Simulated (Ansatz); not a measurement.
# GaBr₂Cl: a ladder of functionals and wavefunction methods

One table from this session's results is given with a row withheld; the runs are named, their logs left out.

Method: functionals in def2-TZVPP, the program's frozen cores in correlated methods; program: Ansatz 0.2.0, Gaussian basis.

The runs, in order: LDA (SPW92), PBE-D4, revPBE-D4, BLYP-D4, r2SCAN-D4, B97M-V, PBE0-D4, B3LYP-D4, r2SCANh-D4, r2SCAN0-D4, HSE06-D4, BHLYP-D4, CAM-B3LYP-D4, LC-ωPBE, ωB97X-V, ωB97M-V, B2PLYP, PBE-QIDH; CCSD(T)/def2-SVP; CCSD(T)/def2-TZVPP; MP2/def2-QZVPP; extrapolation to the limit; RPA on PBE.

## Structure used throughout

The geometry comes from an earlier relaxation with PBE0-D4 in a triple-zeta def2 set; it is a stationary point.

SMILES `[Cl][Ga]([Br])[Br]`, 4 atoms, charge 0, spin multiplicity 1.

Atoms are counted from 1 here; the program's logs count them from 0.

Bond lengths: Cl1–Ga2 2.117 Å, Ga2–Br3 2.258 Å, Ga2–Br4 2.258 Å. Angles: Cl1–Ga2–Br3 119.6°, Cl1–Ga2–Br4 119.6°, Br3–Ga2–Br4 120.8°.

Geometry (Å):

```csv
atom,x (Å),y (Å),z (Å)
Cl1,0.7531,0.6533,1.8954
Ga2,0.0237,-0.0062,0.0202
Br3,0.2587,-2.1731,-0.5689
Br4,-0.9800,1.4657,-1.3669
```

The first run:

in.yaml

```yaml
crystal:
  periodic: [false, false, false]
  atoms:
    - {symbol: Cl, position_ang: [0.753062, 0.653327, 1.895387]}
    - {symbol: Ga, position_ang: [0.023709, -0.006162, 0.020228]}
    - {symbol: Br, position_ang: [0.258713, -2.173100, -0.568930]}
    - {symbol: Br, position_ang: [-0.979984, 1.465734, -1.366884]}
basis:
  gaussian: {orbitals: def2-TZVPP}
hamiltonian: {xc: lda}
output: {orbitals: {seedname: orbitals}}
```

Among the steps run: LDA; PBE-D4 (GGA); revPBE-D4 (GGA); BLYP-D4 (GGA); r2SCAN-D4 (meta-GGA); B97M-V (meta-GGA); PBE0-D4 (hybrid); B3LYP-D4 (hybrid); r2SCANh-D4 (hybrid); r2SCAN0-D4 (hybrid); HSE06-D4 (hybrid); BHLYP-D4 (hybrid); CAM-B3LYP-D4 (range-separated); LC-ωPBE-D4 (range-separated; the results give it without D4); ωB97X-V (range-separated); ωB97M-V (range-separated); B2PLYP (double hybrid); PBE-QIDH (double hybrid).

One table of the session follows, with a row left open; its other results are not shown here.

It belongs to the step «Frontier levels by functional». 

```
  functional  HOMO (eV)  LUMO (eV)  gap (eV)
 LDA (SPW92)      -7.70      -3.36      4.34
      PBE-D4      -7.53      -3.03      4.50
   revPBE-D4      -7.47      -2.90      4.57
     BLYP-D4      -7.34      -2.98      4.36
   r2SCAN-D4      -7.89      -2.80      5.09
      B97M-V      -7.94      -2.76      5.18
     PBE0-D4      -8.84      -2.14      6.70
    B3LYP-D4      -8.55      -2.45      6.10
  r2SCANh-D4      -8.36      -2.48      5.88
  r2SCAN0-D4      -9.07      -2.00      7.07
    HSE06-D4      -8.44      -2.50      5.94
    BHLYP-D4          ?          ?         ?
CAM-B3LYP-D4     -10.15      -1.19      8.96
     LC-ωPBE     -11.58       0.07     11.66
     ωB97X-V     -11.20      -0.05     11.14
     ωB97M-V     -11.04      -0.22     10.83
```

**Question.** Estimate the row for BHLYP-D4.

Worked estimate for «HOMO (eV)». Against the share of exact exchange, BLYP-D4 (0, -7.34), B3LYP-D4 (0.2, -8.55) give a slope of -6.05 per unit share; at 0.5 the line stands at -10.36.

**Answer.** HOMO (eV): -9.96; LUMO (eV): -1.22; gap (eV): 8.74. In «HOMO (eV)» the line misses by -0.40.
